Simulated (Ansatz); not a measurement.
# Ga4TeO: the cost of one run

Program: Ansatz 0.2.0. Level of theory: DFT PBE, scalar-relativistic, plane waves, PAW. These are calculated values, not measurements.

1 further run of the same task is left out (it didn't finish).

### Step 1. The system as given

It takes space group P-6m2 (No. 187, hexagonal). Conventional cell: a = 3.596 Å, b = 3.596 Å, c = 9.265 Å, α = 90.00°, β = 90.00°, γ = 120.00°. Ga (site symmetry 3m) has 3 Ga at 2.24 Å and 1 Te at 2.71 Å and 3 O at 2.83 Å as nearest neighbours. Ga (site symmetry 3m) has 3 Ga at 2.24 Å and 1 O at 2.77 Å and 3 Te at 2.79 Å as nearest neighbours. Around Te (site symmetry -6m2) lie 8 Ga at 2.71 to 2.79 Å. Around O (site symmetry -6m2) lie 8 Ga at 2.77 to 2.83 Å.

As a file:

```
Ga Te O
1.0
     3.59638    0.00000    0.00000
    -1.79819    3.11456    0.00000
     0.00000    0.00000    9.26496
Ga Te O
4 1 1
Direct
  0.00000 0.00000 0.70717
  0.66667 0.33333 0.79860
  0.66667 0.33333 0.20140
  0.00000 0.00000 0.29283
  0.00000 0.00000 0.00000
  0.66667 0.33333 0.50000
```

The cell is invented: species swapped into a database cell of B4OsW (P-6m2, No. 187), with Ga on the B sites, Te on the Os sites and O on the W sites. Lengths come from tabulated atomic sizes and are only a guess.

### Step 2. A first look at the guess

Contents of input.yaml:

```yaml
crystal:
  lattice:
    - [3.59638152, 0.0, 0.0]
    - [-1.79819076, 3.11455776, 0.0]
    - [0.0, 0.0, 9.26495963]
  atoms:
    - { symbol: Ga, position: [0.0, 0.0, 0.70716912] }
    - { symbol: Ga, position: [0.66666667, 0.33333333, 0.79860198] }
    - { symbol: Ga, position: [0.66666667, 0.33333333, 0.20139802] }
    - { symbol: Ga, position: [0.0, 0.0, 0.29283088] }
    - { symbol: Te, position: [0.0, 0.0, 0.0] }
    - { symbol: O, position: [0.66666667, 0.33333333, 0.5] }
basis:
  ecutwfc: 420
kpoints:
  mp_grid: { grid: [6, 6, 2] }
hamiltonian:
  xc: pbe
scf:
  occupations: { method: gaussian, width: 0.1 }
  lower_state_search: "off"
output:
  forces: true
  stress: true
  eigenvalues: true
```

On the command line:

```
> ansatz run input.yaml --threads 1 --pin off --max-ram 2560MiB --backend cpu --events-out ev --progress --plain --runs-dir out
```

What time and memory should one allow on 1 thread of Arm Neoverse V1, shared host?

About 6.8 s, with a peak of 0.34 GiB.
